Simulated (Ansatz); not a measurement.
# C4H12Ge: the cost of one run

Program: Ansatz 0.2.0. Level of theory: MP2 on Hartree-Fock, Gaussian basis def2-TZVP, and further levels as typed in the inputs. These are calculated values, not measurements.

### 1 The system as given

Bond lengths (14 of 16 bonds, heavy atoms first): C1–Ge2 1.943 Å, Ge2–C3 1.943 Å, Ge2–C4 1.943 Å, Ge2–C5 1.943 Å, C1–H6 1.109 Å, C1–H7 1.109 Å, C1–H8 1.109 Å, C3–H9 1.109 Å, C3–H10 1.109 Å, C3–H11 1.109 Å, C4–H12 1.109 Å, C4–H13 1.109 Å, C4–H14 1.109 Å, C5–H15 1.109 Å. Angles (14 of 30 angles, heavy atoms first): C1–Ge2–C3 109.5°, C1–Ge2–C4 109.5°, C1–Ge2–C5 109.5°, C3–Ge2–C4 109.5°, C3–Ge2–C5 109.5°, C4–Ge2–C5 109.5°, Ge2–C1–H6 109.4°, Ge2–C1–H7 109.4°, Ge2–C1–H8 109.4°, Ge2–C3–H9 109.4°, Ge2–C3–H10 109.4°, Ge2–C3–H11 109.4°, Ge2–C4–H12 109.4°, Ge2–C4–H13 109.4°.

Coordinates:

```xyz
17

C     1.4339   -0.5054    1.2105
Ge    0.0000    0.0000    0.0000
C    -1.6194    0.3388    1.0197
C    -0.3197   -1.4418   -1.2633
C     0.5052    1.6084   -0.9669
H     1.6156    0.3182    1.9311
H     2.3577   -0.6986    0.6276
H     1.1446   -1.4234    1.7619
H    -2.4371    0.6272    0.3278
H    -1.4358    1.1619    1.7404
H    -1.9068   -0.5797    1.5711
H    -1.1382   -1.1523   -1.9537
H    -0.6079   -2.3593   -0.7104
H     0.6051   -1.6344   -1.8447
H    -0.3139    1.8959   -1.6575
H     1.4295    1.4139   -1.5485
H     0.6874    2.4306   -0.2450
```

### 2 Relaxing the atoms: C4H12Ge

Contents of input.yaml:

```yaml
relax:
  f_tol: 0.001
  max_steps: 200
crystal:
  periodic: [false, false, false]
  atoms:
    - { symbol: C, position_ang: [1.43394, -0.5054, 1.21054] }
    - { symbol: Ge, position_ang: [0.0, 0.0, 0.0] }
    - { symbol: C, position_ang: [-1.61939, 0.33885, 1.01968] }
    - { symbol: C, position_ang: [-0.3197, -1.44183, -1.2633] }
    - { symbol: C, position_ang: [0.50516, 1.60838, -0.96692] }
    - { symbol: H, position_ang: [1.61558, 0.31817, 1.93109] }
    - { symbol: H, position_ang: [2.35767, -0.69856, 0.62756] }
    - { symbol: H, position_ang: [1.1446, -1.42343, 1.76187] }
    - { symbol: H, position_ang: [-2.43712, 0.62721, 0.32785] }
    - { symbol: H, position_ang: [-1.43583, 1.16189, 1.74036] }
    - { symbol: H, position_ang: [-1.90681, -0.57972, 1.57113] }
    - { symbol: H, position_ang: [-1.13825, -1.15235, -1.95369] }
    - { symbol: H, position_ang: [-0.60794, -2.35927, -0.71041] }
    - { symbol: H, position_ang: [0.60514, -1.6344, -1.84472] }
    - { symbol: H, position_ang: [-0.31391, 1.89594, -1.6575] }
    - { symbol: H, position_ang: [1.42948, 1.41389, -1.54853] }
    - { symbol: H, position_ang: [0.68738, 2.43062, -0.24499] }
basis:
  gaussian: { orbitals: def2-TZVP }
hamiltonian:
  xc: hf
correlation:
  method: mp2
```

Started as:

```console
$ ansatz run input.yaml --threads 4 --pin off --max-ram 14336MiB --backend cpu --events-out ev --progress --plain --runs-dir out
```

**Question.** How long does this run take on 4 threads of Arm Neoverse N1, shared host, and how much memory does it need?

About 2.5 min, with a peak of 0.95 GiB.
